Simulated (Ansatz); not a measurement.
Molecular dynamics of Rb₃Be₄Si₄O₁₄, charge -1

Input:

```yaml
crystal:
  lattice:
    - [5.303925, 0.0, 0.0]
    - [0.0, 8.607883, 0.0]
    - [0.0, 0.0, 9.194165]
  atoms:
    - { symbol: Rb, position: [0.5, 0.0, 0.440972] }
    - { symbol: Rb, position: [0.0, 0.0, 0.001739] }
    - { symbol: Rb, position: [0.5, 0.5, 0.501739] }
    - { symbol: Be, position: [0.504516, 0.240793, 0.811976] }
    - { symbol: Be, position: [0.995484, 0.740793, 0.311976] }
    - { symbol: Be, position: [0.004516, 0.259207, 0.311976] }
    - { symbol: Be, position: [0.495484, 0.759207, 0.811976] }
    - { symbol: Si, position: [0.996296, 0.803748, 0.641918] }
    - { symbol: Si, position: [0.003704, 0.196252, 0.641918] }
    - { symbol: Si, position: [0.503704, 0.303748, 0.141918] }
    - { symbol: Si, position: [0.496296, 0.696252, 0.141918] }
    - { symbol: O, position: [0.280992, 0.747048, 0.695063] }
    - { symbol: O, position: [0.07368, 0.264531, 0.477801] }
    - { symbol: O, position: [0.278754, 0.746585, 0.263152] }
    - { symbol: O, position: [0.721246, 0.253415, 0.263152] }
    - { symbol: O, position: [0.719008, 0.252952, 0.695063] }
    - { symbol: O, position: [0.0, 0.0, 0.62827] }
    - { symbol: O, position: [0.778754, 0.753415, 0.763152] }
    - { symbol: O, position: [0.92632, 0.735469, 0.477801] }
    - { symbol: O, position: [0.5, 0.5, 0.12827] }
    - { symbol: O, position: [0.57368, 0.235469, 0.977801] }
    - { symbol: O, position: [0.219008, 0.247048, 0.195063] }
    - { symbol: O, position: [0.221246, 0.246585, 0.763152] }
    - { symbol: O, position: [0.42632, 0.764531, 0.977801] }
    - { symbol: O, position: [0.780992, 0.752952, 0.195063] }
total_charge: -1
basis:
  ecutwfc: 420.0
kpoints:
  mp_grid: { grid: [2, 1, 1] }
hamiltonian:
  xc: pbesol
scf:
  occupations: { method: fermi_dirac, width: 0.05 }
  lower_state_search: "off"
md:
  timestep: 1
  n_steps: 220
  ensemble: nvt_nose_hoover
  temperature: 1500.0
  initial_velocities: maxwell_boltzmann
  seed: 233895
  nose_hoover: { tau: 100.0, chain_length: 3 }
```

Command:

```bash
$ ansatz run input.yaml --threads 1 --pin off --max-ram 3072MiB --backend cpu --events-out ev --progress --plain --runs-dir out
```

It starts from an unrelaxed structure (largest force component 1.04 eV/Å).

Output, in part (step lines):

```
md step     0: t =     0.00 fs  T =  1500.0 K  F+E_penalty+E_count = -20375.36386087 eV  E_kin = 4.653360 eV  conserved = -20370.71050091 eV  (9 SCF iters)
md step     1: t =     1.00 fs  T =  1486.5 K  F+E_penalty+E_count = -20375.32202119 eV  E_kin = 4.611579 eV  conserved = -20370.71044319 eV  (8 SCF iters)
md step     2: t =     2.00 fs  T =  1450.4 K  F+E_penalty+E_count = -20375.20944847 eV  E_kin = 4.499421 eV  conserved = -20370.71003985 eV  (8 SCF iters)
md step     3: t =     3.00 fs  T =  1393.8 K  F+E_penalty+E_count = -20375.03302163 eV  E_kin = 4.323788 eV  conserved = -20370.70928645 eV  (9 SCF iters)
md step     4: t =     4.00 fs  T =  1320.7 K  F+E_penalty+E_count = -20374.80525718 eV  E_kin = 4.097198 eV  conserved = -20370.70821140 eV  (8 SCF iters)
md step     5: t =     5.00 fs  T =  1236.9 K  F+E_penalty+E_count = -20374.54376424 eV  E_kin = 3.837215 eV  conserved = -20370.70689050 eV  (4 SCF iters)
md step     6: t =     6.00 fs  T =  1149.2 K  F+E_penalty+E_count = -20374.26992980 eV  E_kin = 3.565120 eV  conserved = -20370.70545732 eV  (4 SCF iters)
md step     7: t =     7.00 fs  T =  1064.9 K  F+E_penalty+E_count = -20374.00671056 eV  E_kin = 3.303703 eV  conserved = -20370.70409924 eV  (4 SCF iters)
[... lines left out ...]
md step   220: t =   220.00 fs  T =  1032.1 K  F+E_penalty+E_count = -20371.38804415 eV  E_kin = 3.201697 eV  conserved = -20370.70175702 eV  (9 SCF iters)
```

The steps, from the saved trajectory:

```tsv
time (fs)	T (K)	potential energy less start (eV)	conserved less start (meV/atom)
0.0	1500	0.000	0.00
7.0	1065	1.357	0.26
14.0	893	1.897	0.17
21.0	812	2.166	0.17
28.0	705	2.526	0.24
35.0	937	1.848	0.19
42.0	1123	1.337	0.07
49.0	998	1.806	0.29
56.0	1164	1.377	0.06
63.0	1078	1.751	0.26
70.0	1248	1.335	0.09
77.0	1018	2.171	0.22
84.0	910	2.604	0.23
91.0	907	2.716	0.19
98.0	902	2.834	0.22
105.0	998	2.649	0.24
112.0	1030	2.659	0.18
119.0	1006	2.840	0.29
126.0	1110	2.618	0.17
133.0	1029	2.965	0.31
140.0	1131	2.736	0.17
147.0	935	3.427	0.34
154.0	1009	3.263	0.24
161.0	1006	3.349	0.28
168.0	920	3.687	0.32
175.0	1022	3.436	0.20
182.0	1006	3.570	0.40
189.0	1389	2.469	0.21
196.0	1494	2.253	0.23
203.0	1221	3.197	0.34
210.0	1113	3.610	0.30
217.0	1046	3.899	0.32
```

All steps were run. The conserved energy stayed within 0.41 meV per atom of its start (net change 0.35 meV per atom), so the integration is sound. The mean temperature of the second half is 27 % below the set value. A run of 0.22 ps of so small a system gives no equilibrium averages. Limits of this set-up: coarse k mesh, charged cell in a uniform background, uncorrected.

Mean squared displacements from the first frame to the last, about the centre of mass: Rb 0.52 Å², Be 0.54 Å², Si 0.39 Å², O 0.77 Å².

Last frame:

```xyz
25
Lattice="5.3039 0.0000 0.0000 0.0000 8.6079 0.0000 0.0000 0.0000 9.1942" Properties=species:S:1:pos:R:3
Rb 2.611 -0.196 4.033
Rb -0.147 0.914 -0.553
Rb 2.685 4.582 5.112
Be 2.648 1.788 6.844
Be 5.521 6.223 3.561
Be -0.181 1.735 2.231
Be 2.726 6.427 8.100
Si 5.517 7.030 6.375
Si 0.042 1.524 5.352
Si 2.549 2.375 0.847
Si 2.817 5.513 1.929
O 1.640 6.865 6.933
O -0.493 1.511 3.822
O 1.571 5.889 2.895
O 3.846 1.718 1.304
O 4.084 1.818 6.356
O 0.082 -0.060 5.750
O 4.125 6.980 7.294
O 5.276 6.255 5.006
O 2.568 3.846 1.752
O 2.529 1.933 8.477
O 1.137 1.690 1.478
O 1.442 2.166 5.692
O 2.647 6.180 9.672
O 4.233 5.784 2.824
```

The run took 10 min on 1 thread of Arm Neoverse V2, with other jobs on the host, peak memory 0.64 GiB.
